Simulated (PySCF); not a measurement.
# FeH4ISe4 ([FeI(SeH)4]3-): the cost of one run

Computed with PySCF 2.14.0 and routines of our own; the level stands in each step. Atoms count from 0.

## 1. The starting structure

10 atoms, charge -3, states of the metal's open shell are computed; geometry from: model geometry, bond lengths from ionic radii.

## 2. Ligand-field states: state-averaged CASSCF in water

Job settings and geometry (Å):

```
{"job": {"kind": "lf", "basis": {"metal": "x2c-TZVPall", "ligand": "x2c-SVPall"}, "nevpt": true, "solvent": "water"}, "charge": -3, "metal": "Fe", "open_shell": "d6"}
Fe     0.000000     0.000000     0.000000
I      0.000000     0.000000     2.780000
Se     2.550652     0.000000    -0.449749
H      2.767310     1.450000    -0.487951
Se    -2.550652     0.000000    -0.449749
H     -2.767310    -1.450000    -0.487951
Se     0.000000     2.550652    -0.449749
H     -1.450000     2.767310    -0.487951
Se    -0.000000    -2.550652    -0.449749
H      1.450000    -2.767310    -0.487951
```

Method: state-averaged CASSCF of the metal d shell, SC-NEVPT2 on the averaged canonical orbitals, state-interaction spin-orbit coupling.

Command:

```sh
$ OMP_NUM_THREADS=1 python lf_run.py task.json out
```

One launch serves the whole session: the jobs run in the order shown.

Q: Estimate the wall time and peak memory of this first job on 1 thread of Intel Xeon Platinum 8259CL at 2.50GHz, shared host.

About 87 s, with a peak of 0.78 GiB.
